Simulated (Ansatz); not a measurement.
**TaRu: stress in a strained cell**

Aim: deform TaRu (zz strain of +1 %) and compute stress, forces and field gradients with LAPW, PAW and all-electron datasets made for the crystal.

Computed with Ansatz 0.2.0 (DFT LDA, scalar-relativistic, unless a step's input says otherwise).

## 1. The system as given

The structure is cubic, space group Pm-3m (No. 221). Conventional cell: a = 3.187 Å, b = 3.187 Å, c = 3.187 Å, α = 90.00°, β = 90.00°, γ = 90.00°. Around Ta (site symmetry m-3m) lie 8 Ru at 2.76 Å. Around Ru (site symmetry m-3m) lie 8 Ta at 2.76 Å.

Coordinates:

```cif
data_structure
_symmetry_space_group_name_H-M 'Pm-3m'
_symmetry_Int_Tables_number 221
_cell_length_a 3.1870
_cell_length_b 3.1870
_cell_length_c 3.1870
_cell_angle_alpha 90.000
_cell_angle_beta 90.000
_cell_angle_gamma 90.000
_cell_volume 32.37
loop_
_atom_site_label
_atom_site_type_symbol
_atom_site_symmetry_multiplicity
_atom_site_Wyckoff_symbol
_atom_site_fract_x
_atom_site_fract_y
_atom_site_fract_z
_atom_site_occupancy
Ta1 Ta 1 b 0.50000 0.50000 0.50000 1
Ru1 Ru 1 a 0.00000 0.00000 0.00000 1
```

The file gives the conventional cell by its symmetry; the runs use the cell typed in the input.

Atoms are numbered in the order of the input: Ta1, Ru2.

## 2. The deformed structure

Space group Pm-3m before, P4/mmm after.

## 3. LAPW, all electrons

Contents of input.yaml:

```yaml
crystal:
  lattice:
    - [3.187, 0.0, 0.0]
    - [0.0, 3.187, 0.0]
    - [0.0, 0.0, 3.21887]
  atoms:
    - { symbol: Ta, position: [0.5, 0.5, 0.5] }
    - { symbol: Ru, position: [0.0, 0.0, 0.0] }
kpoints:
  mp_grid: { grid: [13, 13, 13] }
  band_path:
    path:
      - [0.0, 0.0, 0.0]
      - [0.0, 0.5, 0.0]
      - [0.5, 0.5, 0.0]
      - [0.0, 0.0, 0.0]
      - [0.0, 0.0, 0.5]
      - [0.0, 0.5, 0.5]
      - [0.5, 0.5, 0.5]
      - [0.0, 0.0, 0.5]
      - [0.0, 0.5, 0.0]
    npoints: 5
scf:
  occupations: { method: fermi_dirac, width: 0.03 }
hamiltonian:
  xc: lda
  pseudopotentials: { kind: all_electron, lapw: { basis_error: 0.00025 } }
output:
  forces: true
  stress: true
  eigenvalues: true
```

Started as:

```console
$ ansatz run input.yaml --threads 1 --pin off --max-ram 3072MiB --backend cpu --events-out ev --progress --plain --runs-dir out
```

## 4. PAW on the default files

Contents of input.yaml:

```yaml
crystal:
  lattice:
    - [3.187, 0.0, 0.0]
    - [0.0, 3.187, 0.0]
    - [0.0, 0.0, 3.21887]
  atoms:
    - { symbol: Ta, position: [0.5, 0.5, 0.5] }
    - { symbol: Ru, position: [0.0, 0.0, 0.0] }
kpoints:
  mp_grid: { grid: [13, 13, 13] }
scf:
  occupations: { method: fermi_dirac, width: 0.03 }
hamiltonian:
  xc: lda
  pseudopotentials: { kind: paw }
output:
  forces: true
  stress: true
  eigenvalues: true
  efg: { contact_densities: true }
```

## 5. All-electron PAW on datasets made for the crystal

Changes to input.yaml since step 4:

```diff
@@ -14,3 +14,3 @@
   xc: lda
-  pseudopotentials: { kind: paw }
+  pseudopotentials: { kind: all_electron, datasets: crystal }
 output:
```

(Steps that only read results are left out.)

Before running it: what results should come out? Wanted: pressure; largest shear or deviatoric stress.

**Answer**, as computed:

| quantity | value |
| --- | --- |
| pressure | LAPW -18.23, PAW -18.38, crystal datasets -18.23 GPa |
| largest shear or deviatoric stress (LAPW) | 1.80 GPa |

In words: The largest part of the stress beyond the pressure is 1.80 GPa in size, in the zz component; the atoms are carried along and not relaxed. No run of the undeformed cell stands beside it, so the pressure holds what the given cell had before the change. PAW: stress within 0.15 GPa of LAPW. Crystal datasets: stress within 0.01 GPa of LAPW. Spin-orbit coupling is left out, though the cell holds Ta; in elements this heavy it can shift bands and gaps by tenths of an eV.
